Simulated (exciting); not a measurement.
Input of an exciting (release sodium) run:

The input input.xml:

```xml
<input>
  <title>SiTe</title>
  <structure speciespath="./" tshift="false">
    <crystal scale="1">
      <basevect>7.019077548071 0.000000000000 0.000000000000</basevect>
      <basevect>-3.509538774035 6.078699467256 0.000000000000</basevect>
      <basevect>0.000000000000 0.000000000000 9.403981232503</basevect>
    </crystal>
    <species speciesfile="Si.xml" rmt="2">
      <atom coord="0.000000000000 0.000000000000 0.500000000000"/>
    </species>
    <species speciesfile="Te.xml" rmt="2.3">
      <atom coord="0.000000000000 0.000000000000 0.000000000000"/>
    </species>
  </structure>
  <groundstate do="fromscratch" ngridk="5 5 4" rgkmax="6.8" gmaxvr="14" lmaxapw="10" lmaxmat="10" lmaxvr="8" xctype="LDA_PW" stype="Gaussian" swidth="0.00099223" nempty="10" ValenceRelativity="iora*" epsengy="1e-05" epspot="1e-05" maxscl="60" tforce="true" outputlevel="normal"/>
</input>
```

Potentials or basis: all-electron LAPW+lo, shipped species files, valence relativity iora*.

Run with:

```sh
$ OMP_NUM_THREADS=1 exciting_smp
```

**Question.** Estimate the band gap on the k mesh.

**Answer.** None (metal or under the smearing width).

Caveat: the k mesh is coarse (spacing up to 0.39 Å⁻¹), so the values aren't converged. The run has no spin-orbit coupling, so splittings on Te are missing.
